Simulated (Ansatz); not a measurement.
## CH₄BFO, SMILES BC(O)F: a short molecular-dynamics run, step by step

With the Ansatz DFT code, driven from Python.

Notebook, run cell by cell (the value of a cell's last expression is shown):

**Cell 1**
```python
import ansatz as az
import numpy as np
```

**Cell 2**
```python
geometry_ang = [
    ('B', (-0.203, 1.1199, 0.0651)),
    ('C', (0.0967, -0.3562, -0.2496)),
    ('O', (-0.1127, -1.1124, 0.8979)),
    ('F', (1.491, -0.4277, -0.6695)),
    ('H', (-0.1624, 1.964, -0.8233)),
    ('H', (-0.6047, 1.5132, 1.1298)),
    ('H', (-0.5432, -0.7186, -1.0524)),
    ('H', (0.1303, -2.0394, 0.6461)),
]
molecule = az.Crystal.molecule()
for symbol, xyz in geometry_ang:
    molecule = molecule.atom(symbol, xyz)

base = (
    molecule.calculation()
    .basis(gaussian='def2-SVP')
    .functional('hf')
    .md('nve', timestep=1.0, steps=30, temperature=800, initial_velocities='maxwell_boltzmann', seed=14)
)
frames = []
base.session().plan().execute(on_event=lambda e: frames.append(e['data']) if e['event'] == 'md_step' else None)
print('t (fs)   E_pot (eV)      E_kin (eV)   T (K)   d(0-1) (A)')
for f in frames[::2]:
    xyz = np.array(f['positions_ang'])
    print(f'{f["time_fs"]:6.2f} {f["lagrangian_ev"]:14.5f} {f["e_kin_ev"]:10.5f} {f["temperature_k"]:8.1f} {np.linalg.norm(xyz[0] - xyz[1]):9.4f}')
kept = np.array([f['conserved_ev'] for f in frames])
print(f'conserved energy moves by at most {1000 * np.ptp(kept):.3f} meV')
```
Output:
```text
t (fs)   E_pot (eV)      E_kin (eV)   T (K)   d(0-1) (A)
  0.00    -6502.05481    0.62045    800.0    1.5387
  2.00    -6501.82422    0.40455    521.6    1.5400
  4.00    -6501.78854    0.36691    473.1    1.5521
  6.00    -6502.00173    0.56331    726.3    1.5707
  8.00    -6501.79837    0.38493    496.3    1.5928
 10.00    -6501.97935    0.54886    707.7    1.6152
 12.00    -6502.01558    0.58807    758.3    1.6400
 14.00    -6501.92073    0.49205    634.4    1.6664
 16.00    -6501.83047    0.40625    523.8    1.6868
 18.00    -6501.71724    0.29337    378.3    1.6916
 20.00    -6501.71221    0.28835    371.8    1.6758
 22.00    -6501.86983    0.43805    564.8    1.6455
 24.00    -6501.86488    0.44626    575.4    1.6137
 26.00    -6502.06089    0.62994    812.2    1.5892
 28.00    -6501.92512    0.50110    646.1    1.5738
 30.00    -6501.86027    0.43292    558.2    1.5634
conserved energy moves by at most 26.170 meV
```

Notes:
- Total energies depend on the basis set; only differences at equal settings carry meaning.
- The trajectory is only some femtoseconds long, so its temperature is not equilibrated; where the script doesn't relax first, it starts from a rough generated geometry.
- The temperature counts the internal degrees of freedom alone.
- With hydrogen a step over 0.5 fs is long.
- Hardware and time: 23 s on 1 thread of Arm Neoverse V2, on a shared host, peak memory 0.2 GiB.

(Lines on the test bed's own set-up are left out of the output.)
